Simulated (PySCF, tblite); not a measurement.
# C₆H₁₄BNOSi: geometry, infrared bands and NMR shifts

What infrared bands and NMR shifts should C₆H₁₄BNOSi (`C=C(C)C1(NBO[SiH3])CC1`) show?

Programs: tblite 0.8.0 and PySCF 2.14.0, with density-fitted response routines of our own. Each step states its level of theory. These are calculated values for one molecule in the gas phase, unless marked as measured. Atoms count from 0, in the outputs and in this text.

## (1) The starting structure

24 atoms, charge 0, multiplicity 1; geometry from: force field or distance geometry start.

Bonds of the start (Å): C0–C1 1.32, C1–C2 1.51, C1–C3 1.52, C3–N4 1.45, N4–B5 1.53, B5–O6 1.47, O6–Si7 1.73, C3–C8 1.53, C8–C9 1.52, C9–C3 1.54, C0–H10 1.09, C0–H11 1.10, C2–H12 1.12, C2–H13 1.10, C2–H14 1.12, N4–H15 1.04, B5–H16 1.19, Si7–H17 1.48, Si7–H18 1.48, Si7–H19 1.47, C8–H20 1.10, C8–H21 1.12, C9–H22 1.11, C9–H23 1.11.

## (2) Optimising the geometry with GFN2-xTB

The job: settings as JSON, then the geometry in Å.

```
{"job": {"kind": "relax", "xc": "GFN2-xTB", "basis": "xTB"}, "charge": 0, "multiplicity": 1}
C     -2.647100     0.579900    -0.499200
C     -1.545100     0.319700     0.184800
C     -1.311900     0.959900     1.537100
C     -0.475300    -0.579900    -0.406300
N      0.390900    -0.071300    -1.454300
B      1.224600     1.102500    -0.950800
O      2.689100     1.069300    -1.049500
Si     3.263300     0.579400     0.507400
C     -0.911200    -2.028900    -0.642600
C      0.098700    -1.720400     0.446900
H     -2.823200     0.141500    -1.479300
H     -3.419900     1.241000    -0.092400
H     -2.105500     0.624500     2.257700
H     -0.319000     0.700000     1.940800
H     -1.377500     2.076800     1.433800
H     -0.219600     0.297800    -2.216200
H      0.696700     2.103900    -0.598600
H      3.233100    -0.896500     0.603700
H      2.458300     1.173600     1.595600
H      4.654300     1.021700     0.668000
H     -0.479800    -2.513900    -1.532000
H     -1.913500    -2.307600    -0.240100
H     -0.298100    -1.807300     1.484000
H      1.125800    -2.045900     0.177500
```

Launch:

```bash
$ OMP_NUM_THREADS=1 python probes_run.py task.json out
```

One launch serves the whole session: the jobs run in the order shown.

**Question.** This job is followed by: GFN2-xTB harmonic vibrations, gas phase; GIAO PBE0/pcSseg-1 NMR shielding, non-relativistic, gas phase. Predict these results of the whole session: strongest single infrared mode (GFN2-xTB); zero-point energy (GFN2-xTB); 13C shifts against TMS (PBE0/pcSseg-1, means over atoms taken as alike); 1H shifts against TMS (PBE0/pcSseg-1, means over atoms taken as alike); 15N shifts against NH3 (PBE0/pcSseg-1); 11B shifts against BF3·OEt2 (PBE0/pcSseg-1); 17O shifts against H2O (PBE0/pcSseg-1); 29Si shifts against TMS (PBE0/pcSseg-1).

**Answer**, as computed:

```
                                                               quantity                                               value
                              strongest single infrared mode (GFN2-xTB)                               1407 cm⁻¹, 681 km/mol
                                           zero-point energy (GFN2-xTB)                                      117.8 kcal/mol
13C shifts against TMS (PBE0/pcSseg-1, means over atoms taken as alike)                  158.8, 117.5, 40.3, 23.7, 16.7 ppm
 1H shifts against TMS (PBE0/pcSseg-1, means over atoms taken as alike)  5.26, 5.20, 5.11, 4.17, 3.67, 2.10, 0.88, 0.79 ppm
                                 15N shifts against NH3 (PBE0/pcSseg-1)                                           131.0 ppm
                            11B shifts against BF3·OEt2 (PBE0/pcSseg-1)                                            22.3 ppm
                                 17O shifts against H2O (PBE0/pcSseg-1)                                            91.0 ppm
                                29Si shifts against TMS (PBE0/pcSseg-1)                                           -51.3 ppm
```

What this shows: Over 193 steps the energy fell by 2.193 eV; of the close pairs, O6–Si7 changed most, 1.730 to 1.595 Å. No mode is imaginary among the 66: a minimum at this level. The strongest single mode, at 1407 cm⁻¹, moves mainly B5 and N4. GFN2-xTB is a fitted tight-binding method: band positions and strengths are rough. Its intensities can rank the bands wrongly. The most deshielded carbon is C1 (fully substituted alkene carbon), at 158.8 ppm: as expected for a trigonal carbon in a double bond. At PBE0/pcSseg-1: Shielding is most anisotropic at O6 (span 269 ppm, paramagnetic term -152 ppm).
